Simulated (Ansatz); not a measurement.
**C₃H₁₁NSi: up Jacob's ladder to CCSD(T)**

Aim: compute C₃H₁₁NSi with functionals from several rungs and with coupled cluster, and see how far each lands from CCSD(T) at the basis-set limit for the atomisation energy.

Method: functionals in def2-TZVPP, the program's frozen cores in correlated methods; program: Ansatz 0.2.0, Gaussian basis.

Levels to be run: LDA (SPW92), PBE-D4, revPBE-D4, BLYP-D4, r2SCAN-D4, B97M-V, PBE0-D4, B3LYP-D4, r2SCANh-D4, r2SCAN0-D4, HSE06-D4, BHLYP-D4, CAM-B3LYP-D4, LC-ωPBE, ωB97X-V, ωB97M-V, B2PLYP, PBE-QIDH; CCSD(T)/def2-SVP; CCSD(T)/def2-TZVPP; MP2/def2-QZVPP; extrapolation to the limit; RPA on PBE.

## (1) The relaxed structure

The geometry comes from an earlier relaxation with PBE0-D4 in a triple-zeta def2 set; it is a stationary point, not always the lowest conformer.

SMILES `C[Si](C)(C)N`, 16 atoms, charge 0, spin multiplicity 1.

Atoms are counted from 1 here; the program's logs count them from 0.

Bond lengths: C1–Si2 1.878 Å, C1–H6 1.094 Å, C1–H7 1.094 Å, C1–H8 1.094 Å, Si2–C3 1.870 Å, Si2–C4 1.870 Å, Si2–N5 1.730 Å, C3–H9 1.093 Å, C3–H10 1.093 Å, C3–H11 1.094 Å, C4–H12 1.093 Å, C4–H13 1.093 Å, C4–H14 1.094 Å, N5–H15 1.008 Å, N5–H16 1.008 Å. Angles: Si2–C1–H6 111.4°, Si2–C1–H7 111.1°, Si2–C1–H8 111.1°, H6–C1–H7 107.7°, H6–C1–H8 107.7°, H7–C1–H8 107.6°, C1–Si2–C3 108.7°, C1–Si2–C4 108.7°, C1–Si2–N5 114.0°, C3–Si2–C4 111.5°, C3–Si2–N5 107.0°, C4–Si2–N5 107.0°, Si2–C3–H9 111.0°, Si2–C3–H10 111.0°, Si2–C3–H11 111.2°, H9–C3–H10 108.2°, H9–C3–H11 107.4°, H10–C3–H11 107.9° and more.

Coordinates:

| atom | x (Å) | y (Å) | z (Å) |
| --- | --- | --- | --- |
| C1 | -0.9380 | 0.6518 | -1.4009 |
| Si2 | -0.0568 | 0.0351 | 0.1383 |
| C3 | 1.6846 | 0.7160 | 0.1460 |
| C4 | -0.0622 | -1.8347 | 0.1229 |
| N5 | -0.7988 | 0.5307 | 1.6207 |
| H6 | -0.4346 | 0.3143 | -2.3119 |
| H7 | -1.9690 | 0.2884 | -1.4367 |
| H8 | -0.9711 | 1.7448 | -1.4245 |
| H9 | 2.2205 | 0.4332 | -0.7642 |
| H10 | 2.2472 | 0.3408 | 1.0041 |
| H11 | 1.6821 | 1.8088 | 0.1971 |
| H12 | 0.4871 | -2.2342 | 0.9786 |
| H13 | 0.3990 | -2.2209 | -0.7901 |
| H14 | -1.0823 | -2.2278 | 0.1649 |
| H15 | -0.7455 | 1.4953 | 1.9074 |
| H16 | -1.6852 | 0.1356 | 1.8925 |

## (2) LDA

This LDA is Slater exchange with PW92 correlation.

Input file in.yaml:

```yaml
crystal:
  periodic: [false, false, false]
  atoms:
    - {symbol: C, position_ang: [-0.937972, 0.651786, -1.400876]}
    - {symbol: Si, position_ang: [-0.056838, 0.035104, 0.138296]}
    - {symbol: C, position_ang: [1.684635, 0.715983, 0.145969]}
    - {symbol: C, position_ang: [-0.062180, -1.834686, 0.122927]}
    - {symbol: N, position_ang: [-0.798794, 0.530673, 1.620656]}
    - {symbol: H, position_ang: [-0.434604, 0.314326, -2.311906]}
    - {symbol: H, position_ang: [-1.969000, 0.288407, -1.436657]}
    - {symbol: H, position_ang: [-0.971082, 1.744785, -1.424545]}
    - {symbol: H, position_ang: [2.220461, 0.433239, -0.764171]}
    - {symbol: H, position_ang: [2.247159, 0.340762, 1.004095]}
    - {symbol: H, position_ang: [1.682095, 1.808813, 0.197105]}
    - {symbol: H, position_ang: [0.487134, -2.234194, 0.978630]}
    - {symbol: H, position_ang: [0.398968, -2.220861, -0.790103]}
    - {symbol: H, position_ang: [-1.082279, -2.227801, 0.164889]}
    - {symbol: H, position_ang: [-0.745529, 1.495346, 1.907396]}
    - {symbol: H, position_ang: [-1.685173, 0.135618, 1.892497]}
basis:
  gaussian: {orbitals: def2-TZVPP}
hamiltonian: {xc: lda}
output: {orbitals: {seedname: orbitals}}
```

On the command line:

```
$ ansatz run in.yaml --threads 8 --pin off --events-out ev --progress --plain --max-ram 18278MiB
```

The runs that follow: PBE-D4 (GGA); revPBE-D4 (GGA); BLYP-D4 (GGA); r2SCAN-D4 (meta-GGA); B97M-V (meta-GGA); PBE0-D4 (hybrid); B3LYP-D4 (hybrid); r2SCANh-D4 (hybrid); r2SCAN0-D4 (hybrid); HSE06-D4 (hybrid); BHLYP-D4 (hybrid); CAM-B3LYP-D4 (range-separated); LC-ωPBE (range-separated); ωB97X-V (range-separated); ωB97M-V (range-separated); B2PLYP (double hybrid); PBE-QIDH (double hybrid); CCSD(T) in def2-SVP; CCSD(T) in def2-TZVPP; MP2 in def2-QZVPP; RPA on PBE orbitals.

Before running them: what should the planned runs give, taken together? Wanted: atomisation energy, CCSD(T)/CBS; farthest beyond LDA; mean size of error, GGA; mean size of error, meta-GGA; mean size of error, hybrid; mean size of error, range-separated; mean size of error, double hybrid; gap, smallest and largest; T1 diagnostic.

The runs gave:

| quantity | value |
| --- | --- |
| atomisation energy, CCSD(T)/CBS | 6004.6 kJ/mol |
| functionals within 30.0 kJ/mol (0.5 %) | r2SCAN-D4, B97M-V, PBE0-D4, B3LYP-D4, r2SCANh-D4, HSE06-D4, LC-ωPBE, ωB97X-V, ωB97M-V |
| farthest beyond LDA | BHLYP-D4 (-110.2 kJ/mol) |
| mean size of error, GGA | 48.6 kJ/mol |
| mean size of error, meta-GGA | 6.1 kJ/mol |
| mean size of error, hybrid | 33.6 kJ/mol |
| mean size of error, range-separated | 22.6 kJ/mol |
| mean size of error, double hybrid | 50.7 kJ/mol |
| gap, smallest and largest | 5.46 eV (BLYP-D4), 12.61 eV (LC-ωPBE) |
| T1 diagnostic | 0.0092 |
| triples share of the correlation energy | 3.6 % |

In words: LDA overbinds by 727.8 kJ/mol (12 %). PBE-D4 is off by +58.8 kJ/mol. Double hybrids carry the basis error of their MP2 part in triple zeta, and no dispersion term here, so their miss is partly the set-up's. The rungs meta-GGA, range-separated miss on average by less than the doubt on the reference (30.0 kJ/mol), so they tie. Misses under about 30.0 kJ/mol are within the doubt on the reference itself, which lacks core-valence correlation, relativity and higher excitations. Hartree-Fock recovers 75 % of the binding; the rest is correlation. CCSD(T) in def2-SVP is off by -336.8 kJ/mol, so the small basis spoils what the method gains. The gap grows from 5.5 to 12.6 eV across the functionals, mostly with the share of exact exchange.
